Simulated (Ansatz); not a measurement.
# AlH5O2Si: one molecule under many settings

Aim: run AlH5O2Si under a spread of inputs, and see what each costs and gives.

Method: the settings change from run to run; program: Ansatz 0.2.0, Gaussian basis.

## (1) The molecule

The structure was relaxed beforehand with PBE0-D4 in a triple-zeta def2 set.

SMILES `[OH][Al]([OH])[SiH3]`, 9 atoms, charge 0, spin multiplicity 1.

Atoms are counted from 1 here; the program's logs count them from 0.

Bond lengths: O1–Al2 1.694 Å, O1–H5 0.955 Å, Al2–O3 1.694 Å, Al2–Si4 2.432 Å, O3–H6 0.955 Å, Si4–H7 1.490 Å, Si4–H8 1.488 Å, Si4–H9 1.489 Å. Angles: Al2–O1–H5 126.6°, O1–Al2–O3 123.7°, O1–Al2–Si4 118.6°, O3–Al2–Si4 117.7°, Al2–O3–H6 126.9°, Al2–Si4–H7 110.5°, Al2–Si4–H8 111.7°, Al2–Si4–H9 111.1°, H7–Si4–H8 107.8°, H7–Si4–H9 107.4°, H8–Si4–H9 108.1°.

## (2) rPW86-PBE/6-31++G**

Options: rVV10 dispersion.

Contents of in.yaml:

```yaml
crystal:
  periodic: [false, false, false]
  atoms:
    - {symbol: O, position_ang: [-0.376462, 1.492710, -1.454114]}
    - {symbol: Al, position_ang: [0.393354, 0.442612, -0.370277]}
    - {symbol: O, position_ang: [2.071393, 0.387905, -0.144289]}
    - {symbol: Si, position_ang: [-0.972566, -1.094655, 0.928638]}
    - {symbol: H, position_ang: [0.045550, 2.131539, -2.025203]}
    - {symbol: H, position_ang: [2.727298, 0.919818, -0.590380]}
    - {symbol: H, position_ang: [-0.835152, -2.483609, 0.405714]}
    - {symbol: H, position_ang: [-2.414475, -0.730073, 0.876183]}
    - {symbol: H, position_ang: [-0.550339, -1.112546, 2.356729]}
basis:
  gaussian: {orbitals: "6-31++G**"}
hamiltonian: {xc: {name: rPW86-PBE}, dispersion: rvv10}
output: {forces: true}
```

Launch:

```
$ ansatz run in.yaml --threads 2 --pin off --events-out ev --progress --plain --max-ram 4352MiB
```

What it wrote (excerpt; [...] marks lines left out):

```text
Functional definition: rPW86-PBE+rVV10
  name "rPW86-PBE+rVV10"
  cite "Murray, Lee & Langreth, J. Chem. Theory Comput. 5, 2754 (2009) doi:10.1021/ct900365q"
  cite "Perdew, Burke & Ernzerhof, Phys. Rev. Lett. 77, 3865 (1996) doi:10.1103/PhysRevLett.77.3865"
  cite "Vydrov & Van Voorhis, J. Chem. Phys. 133, 244103 (2010) doi:10.1063/1.3521275"
  cite "Sabatini, Gorni & de Gironcoli, Phys. Rev. B 87, 041108(R) (2013) doi:10.1103/PhysRevB.87.041108"
  parent "pbe"
[...]
1084 factors; their error is unknown
[...]
mean field -18670.49790857 eV, -686.1281428218 hartree, gradient 3.4e-5 eV, S^2 0.000000; 0 other end points of the search recorded, 0 dependent functions left out
[...]
reference -18670.49811202 eV, -686.1281502985 hartree; 24, 24 occupied and 90, 90 virtual orbitals, 1084 factors
Total energy: -18670.49811202 eV, -686.1281502985 hartree
Atom 0 at    -0.376462     1.492710    -1.454114 Å, force    -0.740456     0.151951    -0.214751 eV/Å
Atom 1 at     0.393354     0.442612    -0.370277 Å, force    -0.563404    -0.615452     0.527322 eV/Å
Atom 2 at     2.071393     0.387905    -0.144289 Å, force     0.499372    -0.404370     0.445996 eV/Å
Atom 3 at    -0.972566    -1.094655     0.928638 Å, force     0.058696     0.068978    -0.056430 eV/Å
Atom 4 at     0.045550     2.131539    -2.025203 Å, force     0.266200     0.525189    -0.478939 eV/Å
Atom 5 at     2.727298     0.919818    -0.590380 Å, force     0.573567     0.384838    -0.313781 eV/Å
Atom 6 at    -0.835152    -2.483609     0.405714 Å, force     0.012953    -0.148813    -0.053357 eV/Å
Atom 7 at    -2.414475    -0.730073     0.876183 Å, force    -0.152371     0.040093    -0.007592 eV/Å
Atom 8 at    -0.550339    -1.112546     2.356729 Å, force     0.045443    -0.002413     0.151532 eV/Å
Dipole moment:     0.293642     0.323356    -0.277093 e Å
```

It took 9.5 s on 2 threads of Arm Neoverse V1, shared host.

Largest force 0.987 eV/Å, dipole 2.48 D.

## (3) revPBE0/def2-mTZVP

Changes to in.yaml since step 2:

```diff
@@ -13,4 +13,3 @@
 basis:
-  gaussian: {orbitals: "6-31++G**"}
-hamiltonian: {xc: {name: rPW86-PBE}, dispersion: rvv10}
-output: {forces: true}
+  gaussian: {orbitals: def2-mTZVP}
+hamiltonian: {xc: {name: revPBE0}}
```

Launched as before.

What it wrote:

```text
Functional definition: revPBE0
  name "revPBE0"
  cite "Zhang & Yang, Phys. Rev. Lett. 80, 890 (1998) doi:10.1103/PhysRevLett.80.890"
  cite "Adamo & Barone, J. Chem. Phys. 110, 6158 (1999) doi:10.1063/1.478522"
  cite "Perdew, Burke & Ernzerhof, Phys. Rev. Lett. 77, 3865 (1996) doi:10.1103/PhysRevLett.77.3865"
  parameter a = 0.25
  parameter kappa = 1.245
  parameter beta = 0.06672455060314922
  exchange = (1 - a)*pbe_x(kappa = kappa, mu = beta*pi^2/3) + a*exact_x
  correlation = pbe_c(beta = beta)
998 factors; their error is unknown
mean field evaluation 1: about -18639.4387 eV, gradient 7.9e1 eV
mean field evaluation 2: about -18618.0188 eV, gradient 1.3e2 eV
mean field evaluation 4: about -18649.5293 eV, gradient 1.8e0 eV
mean field evaluation 8: about -18649.5358 eV, gradient 5.4e-2 eV
mean field -18649.65685075 eV, -685.3622480735 hartree, gradient 9.0e-5 eV, S^2 0.000000; 0 other end points of the search recorded, 0 dependent functions left out
reference -18649.65689524 eV, -685.3622497084 hartree; 24, 24 occupied and 83, 83 virtual orbitals, 998 factors
Total energy: -18649.65689524 eV, -685.3622497084 hartree
```

Run time: 1.8 s. Hardware: 2 threads of Arm Neoverse V1, shared host.

## (4) PBE0-DH/cc-pVTZ-DK

This run has finite nuclei.

Changes to in.yaml since step 3:

```diff
@@ -13,3 +13,4 @@
 basis:
-  gaussian: {orbitals: def2-mTZVP}
-hamiltonian: {xc: {name: revPBE0}}
+  gaussian: {orbitals: cc-pVTZ-DK, nuclear_model: gaussian}
+hamiltonian: {xc: {name: PBE0-DH}}
+output: {forces: true}
```

The command is unchanged.

What it wrote (excerpt; [...] marks lines left out):

```text
Functional definition: PBE0-DH
  name "PBE0-DH"
  cite "Brémond & Adamo, J. Chem. Phys. 135, 024106 (2011) doi:10.1063/1.3604569"
  cite "Perdew, Burke & Ernzerhof, Phys. Rev. Lett. 77, 3865 (1996) doi:10.1103/PhysRevLett.77.3865"
[...]
1168 factors; integrals over basis functions are off by at most 9.7e-4 eV
[...]
mean field -18671.54800010 eV, -686.1667329738 hartree, gradient 1.0e-6 eV, S^2 0.000000; 0 other end points of the search recorded, 0 dependent functions left out
12 core orbitals not correlated: weight in the atoms' cores, before any rotation towards them, 1.000 or more for the frozen orbitals, at most 0.000 for the correlated occupied ones
reference -18671.54802507 eV, -686.1667338914 hartree; 12, 12 occupied and 174, 174 virtual orbitals, 1168 factors
second order -22.94361285 eV of doubles, -0.00000000 eV of singles
[...]
Total energy: -18674.41597667 eV, -686.2721291690 hartree
Relativity: scalar
Atom 0 at    -0.376462     1.492710    -1.454114 Å, force     0.101330     0.218709    -0.198299 eV/Å
Atom 1 at     0.393354     0.442612    -0.370277 Å, force    -0.014823    -0.016501     0.012689 eV/Å
Atom 2 at     2.071393     0.387905    -0.144289 Å, force     0.240908     0.154035    -0.122857 eV/Å
Atom 3 at    -0.972566    -1.094655     0.928638 Å, force    -0.023700    -0.030972     0.024059 eV/Å
Atom 4 at     0.045550     2.131539    -2.025203 Å, force    -0.123431    -0.202740     0.181738 eV/Å
Atom 5 at     2.727298     0.919818    -0.590380 Å, force    -0.212064    -0.161775     0.134018 eV/Å
Atom 6 at    -0.835152    -2.483609     0.405714 Å, force    -0.008312     0.057316     0.023791 eV/Å
Atom 7 at    -2.414475    -0.730073     0.876183 Å, force     0.060680    -0.017801     0.004400 eV/Å
Atom 8 at    -0.550339    -1.112546     2.356729 Å, force    -0.020589    -0.000270    -0.059540 eV/Å
Dipole moment:     0.296126     0.332160    -0.281673 e Å
```

Run time: 16 s. Hardware: 2 threads of Arm Neoverse V1, shared host; peak memory 0.6 GiB.

Largest force 0.312 eV/Å, dipole 2.53 D.

## (5) HSE06/ANO-RCC-VTZP

Options: charge -1, multiplicity 2, restricted open-shell orbitals, D3(BJ) with three-body dispersion, the search for lower states set to light.

Changes to in.yaml since step 4:

```diff
@@ -13,4 +13,7 @@
 basis:
-  gaussian: {orbitals: cc-pVTZ-DK, nuclear_model: gaussian}
-hamiltonian: {xc: {name: PBE0-DH}}
+  gaussian: {orbitals: ANO-RCC-VTZP}
+total_charge: -1
+magnetization: {spin_polarized: false, initial_magnetization: 1}
+hamiltonian: {xc: {name: HSE06}, dispersion: d3bjatm}
+scf: {lower_state_search: light}
 output: {forces: true}
```

The command is unchanged.

What it wrote (excerpt; [...] marks lines left out):

```text
Functional definition: HSE06
  name "HSE06"
  cite "Heyd, Scuseria & Ernzerhof, J. Chem. Phys. 118, 8207 (2003) doi:10.1063/1.1564060"
  cite "Krukau, Vydrov, Izmaylov & Scuseria, J. Chem. Phys. 125, 224106 (2006) doi:10.1063/1.2404663"
  cite "Heyd & Scuseria, J. Chem. Phys. 120, 7274 (2004) doi:10.1063/1.1668634"
  cite "Ernzerhof & Perdew, J. Chem. Phys. 109, 3313 (1998) doi:10.1063/1.476928"
  cite "Perdew, Burke & Ernzerhof, Phys. Rev. Lett. 77, 3865 (1996) doi:10.1103/PhysRevLett.77.3865"
  parent pbe
[...]
  # The whole range is PBE's own exchange, as in plane waves. The composition of these papers is wPBEh.
[...]
1473 factors; their error is unknown
115 factors; integrals over basis functions are off by at most 1.5e-6 eV
[...]
Total energy: -18675.69610278 eV, -686.3191729358 hartree
Relativity: scalar
Atom 0 at    -0.376462     1.492710    -1.454114 Å, force    -0.638279    -0.079476    -0.023423 eV/Å
Atom 1 at     0.393354     0.442612    -0.370277 Å, force     0.295366     0.398282    -0.240897 eV/Å
Atom 2 at     2.071393     0.387905    -0.144289 Å, force     0.199138    -0.446953     0.416048 eV/Å
Atom 3 at    -0.972566    -1.094655     0.928638 Å, force     0.115626     0.111276    -0.109148 eV/Å
Atom 4 at     0.045550     2.131539    -2.025203 Å, force     0.276984     0.140092    -0.107199 eV/Å
Atom 5 at     2.727298     0.919818    -0.590380 Å, force     0.054054     0.226410    -0.212908 eV/Å
Atom 6 at    -0.835152    -2.483609     0.405714 Å, force    -0.072094    -0.217348     0.023861 eV/Å
Atom 7 at    -2.414475    -0.730073     0.876183 Å, force    -0.181851    -0.055952     0.073133 eV/Å
Atom 8 at    -0.550339    -1.112546     2.356729 Å, force    -0.048945    -0.076331     0.180533 eV/Å
Dipole moment:    -0.531406    -0.579910     0.498454 e Å
```

Wall time 43 s (2 threads of Arm Neoverse V1, shared host); peak memory 1 GiB.

Largest force 0.644 eV/Å.

## (6) B3LYP5/x2c-TZVPPall

This run has density fitting with cc-pVTZ-jkfit, a point charge of 1.00 e beside it.

Changes to in.yaml since step 5:

```diff
@@ -13,7 +13,4 @@
 basis:
-  gaussian: {orbitals: ANO-RCC-VTZP}
-total_charge: -1
-magnetization: {spin_polarized: false, initial_magnetization: 1}
-hamiltonian: {xc: {name: HSE06}, dispersion: d3bjatm}
-scf: {lower_state_search: light}
+  gaussian: {orbitals: x2c-TZVPPall, fitting: {mean_field: cc-pVTZ-jkfit}, point_charges: [{charge: 1.00, position_ang: [6.236, -0.527, 0.616]}]}
+hamiltonian: {xc: {name: B3LYP5}}
 output: {forces: true}
```

The command is unchanged.

What it wrote (excerpt; [...] marks lines left out):

```text
Functional definition: B3LYP5
  name "B3LYP5"
  cite "Stephens, Devlin, Chabalowski & Frisch, J. Phys. Chem. 98, 11623 (1994) doi:10.1021/j100096a001"
  cite "Becke, Phys. Rev. A 38, 3098 (1988) doi:10.1103/PhysRevA.38.3098"
  cite "Lee, Yang & Parr, Phys. Rev. B 37, 785 (1988) doi:10.1103/PhysRevB.37.785"
  cite "Vosko, Wilk & Nusair, Can. J. Phys. 58, 1200 (1980) doi:10.1139/p80-159"
[...]
550 factors; integrals over basis functions are off by at most 9.9e-1 eV
[...]
mean field -18683.45387513 eV, -686.6042658113 hartree, gradient 2.5e-5 eV, S^2 0.000000; 0 other end points of the search recorded, 0 dependent functions left out
[...]
reference -18683.45415591 eV, -686.6042761297 hartree; 24, 24 occupied and 192, 192 virtual orbitals, 550 factors
Total energy: -18683.45415591 eV, -686.6042761297 hartree
Relativity: scalar
Atom 0 at    -0.376462     1.492710    -1.454114 Å, force     0.213435    -0.064368     0.073901 eV/Å
Atom 1 at     0.393354     0.442612    -0.370277 Å, force    -0.793207    -0.004461    -0.050749 eV/Å
Atom 2 at     2.071393     0.387905    -0.144289 Å, force     0.920883    -0.130504     0.149958 eV/Å
Atom 3 at    -0.972566    -1.094655     0.928638 Å, force    -0.197736    -0.152683     0.120311 eV/Å
Atom 4 at     0.045550     2.131539    -2.025203 Å, force    -0.073774     0.108049    -0.106280 eV/Å
Atom 5 at     2.727298     0.919818    -0.590380 Å, force    -0.186555     0.175275    -0.142780 eV/Å
Atom 6 at    -0.835152    -2.483609     0.405714 Å, force     0.034817     0.094697     0.025254 eV/Å
Atom 7 at    -2.414475    -0.730073     0.876183 Å, force     0.153210     0.006221    -0.018925 eV/Å
Atom 8 at    -0.550339    -1.112546     2.356729 Å, force     0.015328     0.006784    -0.088057 eV/Å
Dipole moment:     0.047332     0.319736    -0.280894 e Å
```

Wall time 3.9 s (2 threads of Arm Neoverse V1, shared host); peak memory 0.29 GiB.

Largest force 0.942 eV/Å, dipole 2.06 D.

## (7) RPBE/aug-pcseg-2

This run has D4 dispersion, high accuracy.

Changes to in.yaml since step 6:

```diff
@@ -13,4 +13,4 @@
 basis:
-  gaussian: {orbitals: x2c-TZVPPall, fitting: {mean_field: cc-pVTZ-jkfit}, point_charges: [{charge: 1.00, position_ang: [6.236, -0.527, 0.616]}]}
-hamiltonian: {xc: {name: B3LYP5}}
-output: {forces: true}
+  gaussian: {orbitals: aug-pcseg-2}
+hamiltonian: {xc: {name: RPBE}, dispersion: d4}
+accuracy: high
```

The command is unchanged.

What it wrote:

```text
Functional definition: RPBE
  name "RPBE"
  cite "Hammer, Hansen & Nørskov, Phys. Rev. B 59, 7413 (1999) doi:10.1103/PhysRevB.59.7413"
  cite "Perdew, Burke & Ernzerhof, Phys. Rev. Lett. 77, 3865 (1996) doi:10.1103/PhysRevLett.77.3865"
  parameter kappa = 0.804
  parameter beta = 0.06672455060314922
  exchange = rpbe_x(kappa = kappa, mu = beta*pi^2/3)
  correlation = pbe_c(beta = beta)
4806 factors; integrals over basis functions are off by at most 3.1e-9 eV
mean field evaluation 1: about -18638.6739 eV, gradient 9.5e1 eV
mean field evaluation 2: about -18504.1781 eV, gradient 2.3e2 eV
mean field evaluation 4: about -18653.3909 eV, gradient 1.4e1 eV
mean field evaluation 8: about -18654.1241 eV, gradient 6.2e-1 eV
mean field evaluation 16: about -18654.1251 eV, gradient 6.7e-5 eV
mean field -18654.12514380 eV, -685.5264548144 hartree, gradient 2.9e-8 eV, S^2 0.000000; 0 other end points of the search recorded, 0 dependent functions left out
reference -18654.12515129 eV, -685.5264550899 hartree; 24, 24 occupied and 283, 283 virtual orbitals, 4806 factors
Total energy: -18654.62114235 eV, -685.5446824250 hartree
```

It took 49 s on 2 threads of Arm Neoverse V1, shared host; peak memory 2.7 GiB.

## (8) PBEsol/6-31G

Set apart from the defaults: D4 dispersion, the search for lower states set to light.

Changes to in.yaml since step 7:

```diff
@@ -13,4 +13,4 @@
 basis:
-  gaussian: {orbitals: aug-pcseg-2}
-hamiltonian: {xc: {name: RPBE}, dispersion: d4}
-accuracy: high
+  gaussian: {orbitals: 6-31G}
+hamiltonian: {xc: {name: PBEsol}, dispersion: d4}
+scf: {lower_state_search: light}
```

Launched as before.

What it wrote:

```text
Functional definition: PBEsol
  name "PBEsol"
  cite "Perdew et al., Phys. Rev. Lett. 100, 136406 (2008) doi:10.1103/PhysRevLett.100.136406"
  cite "Perdew, Burke & Ernzerhof, Phys. Rev. Lett. 77, 3865 (1996) doi:10.1103/PhysRevLett.77.3865"
  parent pbesol
  exchange = pbesol_x
  correlation = pbesol_c
590 factors; integrals over basis functions are off by at most 2.4e-4 eV
mean field evaluation 1: about -18582.9886 eV, gradient 8.1e1 eV
mean field evaluation 2: about -18525.4579 eV, gradient 1.8e2 eV
mean field evaluation 4: about -18594.8013 eV, gradient 6.2e0 eV
mean field evaluation 8: about -18594.9511 eV, gradient 1.9e-1 eV
mean field -18594.95117067 eV, -683.3518514116 hartree, gradient 2.3e-5 eV, S^2 0.000000; 0 other end points of the search recorded, 0 dependent functions left out
reference -18594.95122094 eV, -683.3518532589 hartree; 24, 24 occupied and 30, 30 virtual orbitals, 590 factors
Total energy: -18595.00491176 eV, -683.3538263603 hartree
```

Run time: 0.9 s. Hardware: 2 threads of Arm Neoverse V1, shared host.

## (9) B2GP-PLYP/def2-mTZVPP

Options: coordinates scaled by 1.25, relativity set to scalar.

Contents of in.yaml:

```yaml
crystal:
  periodic: [false, false, false]
  atoms:
    - {symbol: O, position_ang: [-0.470578, 1.865887, -1.817643]}
    - {symbol: Al, position_ang: [0.491692, 0.553265, -0.462846]}
    - {symbol: O, position_ang: [2.589241, 0.484881, -0.180362]}
    - {symbol: Si, position_ang: [-1.215707, -1.368319, 1.160797]}
    - {symbol: H, position_ang: [0.056938, 2.664424, -2.531504]}
    - {symbol: H, position_ang: [3.409123, 1.149773, -0.737975]}
    - {symbol: H, position_ang: [-1.043940, -3.104511, 0.507142]}
    - {symbol: H, position_ang: [-3.018094, -0.912591, 1.095229]}
    - {symbol: H, position_ang: [-0.687924, -1.390683, 2.945911]}
basis:
  gaussian: {orbitals: def2-mTZVPP}
hamiltonian: {xc: {name: B2GP-PLYP}, pseudopotentials: {relativity: scalar}}
```

Same command.

What it wrote (excerpt; [...] marks lines left out):

```text
Functional definition: B2GP-PLYP
  name "B2GP-PLYP"
  cite "Karton, Tarnopolsky, Lamère, Schatz & Martin, J. Phys. Chem. A 112, 12868 (2008) doi:10.1021/jp801805p"
  cite "Becke, Phys. Rev. A 38, 3098 (1988) doi:10.1103/PhysRevA.38.3098"
  cite "Lee, Yang & Parr, Phys. Rev. B 37, 785 (1988) doi:10.1103/PhysRevB.37.785"
[...]
1112 factors; integrals over basis functions are off by at most 1.2e-3 eV
[...]
mean field -18654.91397021 eV, -685.5554436504 hartree, gradient 1.3e-6 eV, S^2 0.000000; 1 other end points of the search recorded, 0 dependent functions left out
12 core orbitals not correlated: weight in the atoms' cores, before any rotation towards them, 1.000 or more for the frozen orbitals, at most 0.000 for the correlated occupied ones
reference -18654.91411432 eV, -685.5554489462 hartree; 12, 12 occupied and 98, 98 virtual orbitals, 1112 factors
second order -20.85257939 eV of doubles, -0.00000000 eV of singles
Total energy: -18662.42104290 eV, -685.8313234832 hartree
Relativity: scalar
```

It took 4.4 s on 2 threads of Arm Neoverse V1, shared host; peak memory 0.28 GiB.

## (10) CCSD(T)/cc-pVDZ

Set apart from the defaults: finite nuclei, high accuracy, the search for lower states set to light.

Contents of in.yaml:

```yaml
crystal:
  periodic: [false, false, false]
  atoms:
    - {symbol: O, position_ang: [-0.376462, 1.492710, -1.454114]}
    - {symbol: Al, position_ang: [0.393354, 0.442612, -0.370277]}
    - {symbol: O, position_ang: [2.071393, 0.387905, -0.144289]}
    - {symbol: Si, position_ang: [-0.972566, -1.094655, 0.928638]}
    - {symbol: H, position_ang: [0.045550, 2.131539, -2.025203]}
    - {symbol: H, position_ang: [2.727298, 0.919818, -0.590380]}
    - {symbol: H, position_ang: [-0.835152, -2.483609, 0.405714]}
    - {symbol: H, position_ang: [-2.414475, -0.730073, 0.876183]}
    - {symbol: H, position_ang: [-0.550339, -1.112546, 2.356729]}
basis:
  gaussian: {orbitals: cc-pVDZ, nuclear_model: gaussian}
hamiltonian: {xc: {name: HF}}
correlation: {method: ccsd_t}
accuracy: high
scf: {lower_state_search: light}
```

Launched as before.

What it wrote (excerpt; [...] marks lines left out):

```text
Functional definition: HF
  name "HF"
  cite "Fock, Z. Phys. 61, 126 (1930) doi:10.1007/BF01340294"
  parent pbe
[...]
2015 factors; integrals over basis functions are off by at most 3.8e-9 eV
[...]
mean field -18601.61667641 eV, -683.5968042293 hartree, gradient 2.5e-8 eV, S^2 0.000000; 0 other end points of the search recorded, 0 dependent functions left out
12 core orbitals not correlated: weight in the atoms' cores, before any rotation towards them, 1.000 or more for the frozen orbitals, at most 0.000 for the correlated occupied ones
reference -18601.61667641 eV, -683.5968042293 hartree; 12, 12 occupied and 65, 65 virtual orbitals, 2015 factors
second order -14.74430148 eV of doubles, -0.00000000 eV of singles
cycle   1  -15.27105169 eV  change   -5.3e-1 eV  update   1.0e-1
[...]
cycle  20  -15.80321161 eV  change  -5.8e-10 eV  update   1.1e-9
perturbative correction -0.34166599 eV, -0.0125559934 hartree
Total energy: -18617.76155400 eV, -684.1901175374 hartree
```

Run time: 11 s. Hardware: 2 threads of Arm Neoverse V1, shared host; peak memory 0.5 GiB.

T1 0.015.

## (11) The runs in one table

```
                level  charge  multiplicity               geometry  functions  energy (eV)   time
  rPW86-PBE/6-31++G**       0             1                relaxed        114   -18670.498  9.5 s
   revPBE0/def2-mTZVP       0             1                relaxed        107   -18649.657  1.8 s
   PBE0-DH/cc-pVTZ-DK       0             1                relaxed        198   -18674.416   16 s
   HSE06/ANO-RCC-VTZP      -1             2                relaxed        198   -18675.696   43 s
  B3LYP5/x2c-TZVPPall       0             1  relaxed, point charge        216   -18683.454  3.9 s
     RPBE/aug-pcseg-2       0             1                relaxed        307   -18654.621   49 s
         PBEsol/6-31G       0             1                relaxed         54   -18595.005  0.9 s
B2GP-PLYP/def2-mTZVPP       0             1                 scaled        122   -18662.421  4.4 s
      CCSD(T)/cc-pVDZ       0             1                relaxed         89   -18617.762   11 s
```

## (12) What came out

```
                                         quantity                   value
                                             runs                       9
                                         quickest     PBEsol/6-31G, 0.9 s
                                          slowest  RPBE/aug-pcseg-2, 49 s
spread of total energies, same state and geometry                 79.4 eV
                  dipole, same state and geometry          2.48 to 2.53 D
```

What this shows: Run time spans a factor of 54, from PBEsol/6-31G to RPBE/aug-pcseg-2. The jobs differ in tasks and options as well as level. The totals spread over 79 eV; they can't be compared across methods or bases. Some of these runs are scalar-relativistic and others not, which shifts the totals of all-electron atoms past neon by eV; core potentials, where a basis has them, take the core out of the total altogether. At the PBE0-D4/def2-TZVP geometry and in the same state, runs without warnings or point charges leave forces up to 0.99 eV/Å (rPW86-PBE/6-31++G**).
